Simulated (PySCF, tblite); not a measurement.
# C₄H₄F₂O₂: geometry, infrared bands and NMR shifts

What infrared bands and NMR shifts should C₄H₄F₂O₂ (`O=C1OC[C@@H]1C(F)F`) show?

The runs use tblite 0.8.0 and PySCF 2.14.0, with density-fitted response routines of our own; the level of theory stands in each step. All values are computed, except where a source is named. Atoms are numbered from 0 throughout.

### 1 The starting structure

12 atoms, charge 0, multiplicity 1; geometry from: force field or distance geometry start.

Bonds of the start (Å): O0–C1 1.27, C1–O2 1.39, O2–C3 1.38, C3–C4 1.49, C4–C5 1.50, C5–F6 1.39, C5–F7 1.36, C4–C1 1.49, C3–H8 1.10, C3–H9 1.13, C4–H10 1.11, C5–H11 1.11.

### 2 Geometry optimisation with GFN2-xTB

The job: settings as JSON, then the geometry in Å.

```
{"job": {"kind": "relax", "xc": "GFN2-xTB", "basis": "xTB"}, "charge": 0, "multiplicity": 1}
O     -0.679500     2.118600    -1.028400
C     -0.888600     0.940400    -0.600700
O     -1.919300     0.217200    -0.022500
C     -0.989200    -0.539200     0.667500
C     -0.055200    -0.291100    -0.468400
C      1.367600    -0.021800    -0.076700
F      1.399800     0.612200     1.158000
F      2.069300    -1.190100    -0.029500
H     -1.223600    -1.586000     0.915800
H     -0.683400     0.003700     1.604700
H     -0.178200    -0.965200    -1.336800
H      1.781600     0.700500    -0.809100
```

Launch:

```
> OMP_NUM_THREADS=1 python probes_run.py task.json out
```

The driver reads the jobs from task.json and runs them one after another.

**Question.** This job is followed by: GFN2-xTB harmonic vibrations, gas phase; GIAO PBE0/pcSseg-1 NMR shielding, non-relativistic, gas phase. Predict these results of the whole session: strongest single infrared mode (GFN2-xTB); zero-point energy (GFN2-xTB); ¹³C shifts against TMS (PBE0/pcSseg-1); ¹H shifts against TMS (PBE0/pcSseg-1); ¹⁷O shifts against H2O (PBE0/pcSseg-1); ¹⁹F shifts against CFCl3 (PBE0/pcSseg-1).

As calculated:

```
                                 quantity                         value
strongest single infrared mode (GFN2-xTB)         1904 cm⁻¹, 677 km/mol
             zero-point energy (GFN2-xTB)                 49.4 kcal/mol
   ¹³C shifts against TMS (PBE0/pcSseg-1)  168.3, 118.5, 61.6, 59.3 ppm
    ¹H shifts against TMS (PBE0/pcSseg-1)    6.52, 4.75, 4.36, 3.93 ppm
   ¹⁷O shifts against H2O (PBE0/pcSseg-1)              434.2, 285.5 ppm
 ¹⁹F shifts against CFCl3 (PBE0/pcSseg-1)            -140.3, -147.2 ppm
```

In words: Over 62 steps the energy fell by 1.224 eV; of the close pairs, O0–C1 changed most, 1.271 to 1.184 Å. No mode is imaginary among the 30: a minimum at this level. The strongest single mode, at 1904 cm⁻¹, moves mainly C1 and O0. GFN2-xTB is a fitted tight-binding method: band positions and strengths are rough. Its intensities can rank the bands wrongly. C1 (ester carbonyl carbon) lies farthest downfield among carbon, at 168.3 ppm; it is a carbonyl in resonance with an O or N lone pair, the region of acids, esters and amides. H11 (hydrogen on an sp3 CH bonded to 2 F) lies farthest downfield among hydrogen, at 6.52 ppm; its carbon carries F, which withdraws density. At PBE0/pcSseg-1: Shielding is most anisotropic at O0 (span 560 ppm, paramagnetic term -497 ppm).
